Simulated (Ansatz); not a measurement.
What does this script print? It uses the Python package of Ansatz (0.2.0).

Contents of `POSCAR_batio3`:
```text
BaTiO3
1.0
   4.00600000    0.00000000    0.00000000
   0.00000000    4.00600000    0.00000000
   0.00000000    0.00000000    4.00600000
Ba Ti O
1 1 3
Direct
   0.50000000    0.50000000    0.50000000
   0.00000000    0.00000000    0.00000000
   0.50000000    0.00000000    0.00000000
   0.00000000    0.50000000    0.00000000
   0.00000000    0.00000000    0.50000000
```

The script, `eps_batio3.py`:
```python
"""High-frequency dielectric tensor and Born charges of BaTiO3."""

import logging
import sys

import ansatz
from ase.io import read
import numpy as np

logging.basicConfig(stream=sys.stdout, format="%(name)s: %(message)s")
logger = logging.getLogger("ansatz_job")
logger.setLevel(logging.INFO)

atoms = read("POSCAR_batio3", format="vasp")
cell = ansatz.Crystal.from_ase(atoms)

# an insulator: whole occupations
calculation = (
    cell.calculation()
    .functional("pbe")
    .pseudopotentials("paw")
    .kpoints(mesh=(6, 6, 6))
    .occupations("fixed")
    .dielectric()
)
out = calculation.run(threads=1)
response = out.dielectric
eps = np.asarray(response.eps_inf)

values = np.linalg.eigvalsh(eps)
print("principal values of eps_inf:", np.round(values, 3))
print("refractive indices:", np.round(np.sqrt(values), 3))
for site, z in zip(out.lattice.sites, response.zstar_e):
    logger.info(f"{site.symbol:2s} Z* trace/3 = {np.trace(z) / 3:+.3f} e")
logger.info(f"charge neutrality missed by {response.zstar_sum_residual_pre_e:.4f} e before the sum rule")
```

```console
$ python eps_batio3.py
DeckWarning: basis.ecutwfc = 420 eV, auto-derived from the records' recommended cutoffs: set by Ba (normal level)
principal values of eps_inf: [6.691 6.691 6.691]
refractive indices: [2.587 2.587 2.587]
ansatz_job: Ba Z* trace/3 = +2.764 e
ansatz_job: Ti Z* trace/3 = +7.376 e
ansatz_job: O  Z* trace/3 = -3.380 e
ansatz_job: O  Z* trace/3 = -3.380 e
ansatz_job: O  Z* trace/3 = -3.380 e
ansatz_job: charge neutrality missed by 0.0044 e before the sum rule
```
(Warnings from the package without file and line.)

What to keep in mind:
- No spin polarisation was allowed.
- Under fixed occupations the level called the Fermi level is the highest filled one on the SCF mesh; off the mesh a filled band can lie a little above it.
- This is a high-temperature or high-pressure form, not the ambient phase.
- Pressure is positive in compression.
- The structure is a deposited one; some such entries were measured under pressure or heat, so a shift against it needn't be the functional's error alone.
- This is the electronic (clamped-ion) response; a semilocal gap that is too small tends to raise it. The typed mesh is that of the SCF; the response is solved on denser meshes that the run picks.
- Timing: 48 s on 1 thread of Arm Neoverse V2, on a shared host, peak memory 0.69 GiB.
